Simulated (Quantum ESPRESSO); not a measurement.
**GaF in Quantum ESPRESSO: the effect of functional**

GaF:

```
CELL_PARAMETERS angstrom
3.16592 0.00000 0.00000
0.00000 3.16592 0.00000
0.00000 0.00000 3.16592
ATOMIC_POSITIONS crystal
Ga 0.00000 0.00000 0.00000
F 0.50000 0.50000 0.50000
```

The cell was built by a generator and needn't be a form met in nature.

Alike in all runs:

| Item | Value |
| --- | --- |
| Program | Quantum ESPRESSO 7.5 |
| Task | phonon dispersion |
| Cutoff | 762 eV |
| Density cutoff | 6095 eV |
| k mesh | 4 × 4 × 4, shifted |
| Occupations | fermi-dirac, width 0.05 eV |
| Spin | no spin polarisation |

Each run relaxes the cell or the atoms first.

| functional | potentials or basis | relaxed volume (Å³/atom) | dielectric constant (mean) | highest phonon frequency (cm⁻¹) |
| --- | --- | --- | --- | --- |
| LDA | GBRV 1.5 LDA | 13.76 | 6.30 | 322 |
| PBE | GBRV 1.5 PBE | 15.69 | 5.72 | 284 |
| PBEsol | GBRV 1.5 PBEsol | ? | ? | ? |

**Question.** What does the run with functional PBEsol give?

**Answer.** Relaxed volume 14.50 Å³/atom; dielectric constant 6.19 mean; highest phonon frequency 307 cm⁻¹.

Caveats: some modes are imaginary.
